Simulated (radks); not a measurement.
# Si⁴⁺ in [He] 2s2 2p5.75 3s0.25: an all-electron calculation

One table from this session's results is given with a row withheld; the runs are named, their logs left out.

The numbers are computed with radks (a radial shooting solver on a logarithmic mesh, Libxc functionals) version 1 (non-relativistic Kohn-Sham, PBE, spin-polarised, spherical densities, point nucleus; open shells are filled with parallel spins first), except any that are marked as measured or tabulated.

## What is computed

- element: silicon (Z = 14)
- charge: +4
- electrons: 10
- configuration: [He] 2s2 2p5.75 3s0.25

Set-up of the first run:

Settings of this run:

```text
Z 14
configuration [He] 2s2 2p5.75 3s0.25 3p0 4s0
relativity non-relativistic
functional pbe,pbe
spin polarised
nucleus point
```

Steps of the session up to this table: Self-consistent calculation.

One table of the session follows, with a row left open; its other results are not shown here.

It belongs to the step «Orbitals and density». Sizes of the orbitals, from the radial functions (bohr):

```
  level     <r>  outermost maximum (interpolated)  90 % within  nodes
  1s up  0.1116                            0.0730        0.199      0
1s down  0.1116                            0.0730        0.199      0
  2s up  0.5623                             0.453        0.883      1
2s down  0.5627                             0.454        0.884      1
  2p up       ?                                 ?            ?      ?
2p down  0.5264                             0.385        0.880      0
  3s up   1.727                              1.54         2.54      2
3s down   1.705                              1.53         2.51      2
  3p up   1.869                              1.65         2.79      1
```

**Question.** Estimate the row for 2p up.

As computed: <r>: 0.5259; outermost maximum (interpolated): 0.384; 90 % within: 0.879; nodes: 0. In the column «<r>» it lies between 1s down (0.1116) and 2p down (0.5264).
